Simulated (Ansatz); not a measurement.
# CH6BCl2NO: the cost of one run

Program: Ansatz 0.2.0. Level of theory: UKS PBE0-D4/6-31G*. These are calculated values, not measurements.

### Step 1. The system as given

Bond lengths: B1–N2 1.802 Å, B1–Cl3 1.741 Å, B1–Cl4 1.739 Å, B1–O6 1.749 Å, O6–C7 1.408 Å, N2–H8 1.010 Å, N2–H9 1.009 Å, C7–H10 1.091 Å, C7–H11 1.093 Å, C7–H12 1.091 Å. Angles (14 of 16 angles, heavy atoms first): N2–B1–Cl3 112.4°, N2–B1–Cl4 111.9°, N2–B1–O6 82.7°, Cl3–B1–Cl4 121.4°, Cl3–B1–O6 112.3°, Cl4–B1–O6 109.6°, B1–O6–C7 119.3°, B1–N2–H8 114.7°, B1–N2–H9 115.2°, O6–C7–H10 107.5°, O6–C7–H11 111.9°, O6–C7–H12 109.6°, H8–N2–H9 111.4°, H10–C7–H11 109.8°.

Coordinates:

```xyz
12

B    -1.1226   -0.1529    0.2668
N    -0.0224   -1.2048    1.2312
Cl   -1.5696   -0.8782   -1.2515
Cl   -2.2976    0.6491    1.2675
H     0.7064   -0.1504    0.8365
O     0.3091    0.8419    0.1317
C     0.9016    1.0278   -1.1318
H     0.1766   -2.1034    0.8141
H    -0.2612   -1.2969    2.2068
H     1.8585    1.5277   -0.9742
H     1.0612    0.0789   -1.6506
H     0.2601    1.6612   -1.7465
```

### Step 2. Pulling towards end A

Springs on the bonds that form and break draw the guess towards this end; the thresholds are loose.

input.yaml reads:

```yaml
crystal:
  periodic: [false, false, false]
  atoms:
    - { symbol: B, position_ang: [-1.1226, -0.1529, 0.2668] }
    - { symbol: "N", position_ang: [-0.0224, -1.2048, 1.2312] }
    - { symbol: Cl, position_ang: [-1.5696, -0.8782, -1.2515] }
    - { symbol: Cl, position_ang: [-2.2976, 0.6491, 1.2675] }
    - { symbol: H, position_ang: [0.7064, -0.1504, 0.8365] }
    - { symbol: O, position_ang: [0.3091, 0.8419, 0.1317] }
    - { symbol: C, position_ang: [0.9016, 1.0278, -1.1318] }
    - { symbol: H, position_ang: [0.1766, -2.1034, 0.8141] }
    - { symbol: H, position_ang: [-0.2612, -1.2969, 2.2068] }
    - { symbol: H, position_ang: [1.8585, 1.5277, -0.9742] }
    - { symbol: H, position_ang: [1.0612, 0.0789, -1.6506] }
    - { symbol: H, position_ang: [0.2601, 1.6612, -1.7465] }
magnetization:
  spin_polarized: true
basis:
  gaussian: { orbitals: "6-31G*" }
hamiltonian:
  xc: pbe0
  dispersion: d4
relax:
  f_tol: 0.15
  max_steps: 25
  restrain:
    - { distance: [0, 5], at: 2.8, k: 30.0 }
    - { distance: [4, 1], at: 2.32, k: 30.0 }
    - { distance: [0, 1], at: 1.55, k: 30.0 }
    - { distance: [4, 5], at: 0.97, k: 30.0 }
```

On the command line:

```sh
> ansatz run input.yaml --threads 4 --pin off --max-ram 5120MiB --backend cpu --events-out ev --progress --plain --runs-dir out
```

**Question.** How long does this run take on 4 threads of Arm Neoverse N1, shared host, and how much memory does it need?

About 54 s, with a peak of 0.4 GiB.
